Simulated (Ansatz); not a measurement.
# BF3H2Se: a ladder of functionals and wavefunction methods

An exercise on one series of results from a longer session: the logs are not shown, and one member is left open.

Computed with Ansatz 0.2.0, Gaussian basis. Level: functionals in def2-TZVPP, the program's frozen cores in correlated methods.

Plan: LDA (SPW92), PBE-D4, revPBE-D4, BLYP-D4, r2SCAN-D4, B97M-V, PBE0-D4, B3LYP-D4, r2SCANh-D4, r2SCAN0-D4, HSE06-D4, BHLYP-D4, CAM-B3LYP-D4, LC-ωPBE, ωB97X-V, ωB97M-V, B2PLYP, PBE-QIDH; CCSD(T)/def2-SVP; CCSD(T)/def2-TZVPP; MP2/def2-QZVPP; extrapolation to the limit; RPA on PBE.

**The geometry**

The geometry comes from an earlier relaxation with PBE0-D4 in a triple-zeta def2 set; it is a stationary point, not always the lowest conformer.

7 atoms, charge 0, spin multiplicity 1.

Atoms are counted from 1 here; the program's logs count them from 0.

Bond lengths: F1–B2 1.316 Å, B2–F3 1.317 Å, B2–F4 1.316 Å, Se5–H6 1.467 Å, Se5–H7 1.467 Å. Angles: F1–B2–F3 119.7°, F1–B2–F4 119.9°, F3–B2–F4 119.7°, H6–Se5–H7 91.2°.

The first run:

Input file in.yaml:

```yaml
crystal:
  periodic: [false, false, false]
  atoms:
    - {symbol: F, position_ang: [0.239454, -1.087466, 1.678233]}
    - {symbol: B, position_ang: [0.312819, -1.247318, 0.373759]}
    - {symbol: F, position_ang: [-0.782054, -1.495468, -0.315434]}
    - {symbol: F, position_ang: [1.488180, -1.356481, -0.208694]}
    - {symbol: Se, position_ang: [0.170644, 1.745369, -0.147846]}
    - {symbol: H, position_ang: [-1.264243, 1.810083, 0.151899]}
    - {symbol: H, position_ang: [-0.103600, 1.563180, -1.577716]}
basis:
  gaussian: {orbitals: def2-TZVPP}
hamiltonian: {xc: lda}
output: {orbitals: {seedname: orbitals}}
```

The run is started by

```bash
$ ansatz run in.yaml --threads 4 --pin off --events-out ev --progress --plain --max-ram 10444MiB
```

Among the steps run: LDA; PBE-D4 (GGA); revPBE-D4 (GGA); BLYP-D4 (GGA); r2SCAN-D4 (meta-GGA); B97M-V (meta-GGA); B3LYP-D4 (hybrid); r2SCANh-D4 (hybrid); r2SCAN0-D4 (hybrid); HSE06-D4 (hybrid); BHLYP-D4 (hybrid); CAM-B3LYP-D4 (range-separated); LC-ωPBE (range-separated); ωB97X-V (range-separated); ωB97M-V (range-separated); B2PLYP (double hybrid); PBE-QIDH (double hybrid).

One table of the session follows, with a row left open; its other results are not shown here.

It belongs to the step «Frontier levels by functional». 

| functional | HOMO (eV) | gap (eV) |
| --- | --- | --- |
| LDA (SPW92) | -6.71 | 5.38 |
| PBE-D4 | -6.53 | 5.33 |
| revPBE-D4 | ? | ? |
| BLYP-D4 | -6.36 | 5.22 |
| r2SCAN-D4 | -6.82 | 5.89 |
| B97M-V | -6.87 | 5.90 |
| PBE0-D4 | -7.73 | 7.46 |
| B3LYP-D4 | -7.48 | 6.93 |
| r2SCANh-D4 | -7.26 | 6.67 |
| r2SCAN0-D4 | -7.92 | 7.83 |
| HSE06-D4 | -7.33 | 6.68 |
| BHLYP-D4 | -8.78 | 9.43 |
| CAM-B3LYP-D4 | -9.04 | 9.85 |
| LC-ωPBE | -10.42 | 12.49 |
| ωB97X-V | -10.06 | 11.96 |
| ωB97M-V | -9.91 | 11.61 |

Q: Estimate the row for revPBE-D4 from the others.

**Answer.** HOMO (eV): -6.47; gap (eV): 5.32. In the column «HOMO (eV)» it lies between PBE-D4 (-6.53) and BLYP-D4 (-6.36).
